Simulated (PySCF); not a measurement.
**A diatomic session: HfO**

The task here is to estimate one member of a computed series from the others.

Program: PySCF 2.14.0. Level of theory: Hf def2-TZVPPD with ECP60, O def2-TZVPPD, scalar-relativistic core potentials. These are calculated values, not measurements.

The first run:

A driver script around PySCF takes these settings:

```
atoms                         : Hf, O
charge                        : 0
basis                         : Hf def2-TZVPPD with ECP60, O def2-TZVPPD
Hamiltonian                   : scalar-relativistic core potentials
basis functions               : 99
electrons treated             : 20
masses in u                   : 179.9465, 15.9949
levels                        : PBE0, PBE, r²SCAN, BHandHLYP, BLYP, M06-L, TPSSh, revPBE, ωB97M-V, HF, MP2, SCS-MP2, CCSD, CCSD(T)
grid                          : 80 radial by 434 angular points
occupations                   : held fixed by the projection of orbital angular momentum
dissociation limit            : Hf + O, each in its ground configuration
starting distance in angstrom : 2.000
values of 2S to try           : 0, 2, 4, 6
```

Command:

```bash
$ OMP_NUM_THREADS=2 python dia.py task.json out
```

Among the steps run: Input; First curve: PBE0; Higher solutions at PBE0; PBE (GGA); r²SCAN; BHandHLYP; BLYP; M06-L (meta-GGA); TPSSh (hybrid meta-GGA); revPBE (GGA); ωB97M-V; RHF; Correlated methods on the Hartree–Fock reference.

One table of the session follows, with a row left open; its other results are not shown here.

Energy (eV) from each level's lowest point:

```
R (Å)    RHF  RHF-MP2  RHF-SCS-MP2  RHF-CCSD  RHF-CCSD(T)
1.481  2.222    2.584        2.586       n/a          n/a
1.550  0.976    1.231        1.233     1.137        1.244
1.619  0.285    0.440        0.441     0.383        0.449
1.670  0.049    0.128        0.128     0.098        0.132
1.722  0.000    0.000        0.000     0.000        0.000
1.774      ?        ?            ?         ?            ?
1.843  0.414    0.206        0.208     0.289        0.200
1.929  1.008    0.630        0.636     0.786        0.624
2.032  1.907    1.301        1.316     1.561        1.298
2.170  3.250    2.316        2.348       n/a          n/a
```

Estimate the missing values for R (Å) = 1.774.

Worked estimate for «RHF». A straight line through the neighbours (1.722, 0.000) and (1.843, 0.414) gives 0.000 + (0.414 − 0.000) × (1.774 − 1.722) / (1.843 − 1.722) = 0.178; a parabola fitted to 4 rows on both sides gives 0.113.

The run gave: RHF: 0.101; RHF-MP2: 0.017; RHF-SCS-MP2: 0.017; RHF-CCSD: 0.049; RHF-CCSD(T): 0.013. In «RHF» the line misses by +0.077 and the parabola by +0.012.

To keep in mind: Lowest PBE0 solution found, without spin–orbit coupling: ¹Σ⁺ (singlet), closed shell. Warnings in the runs' records: inverted.
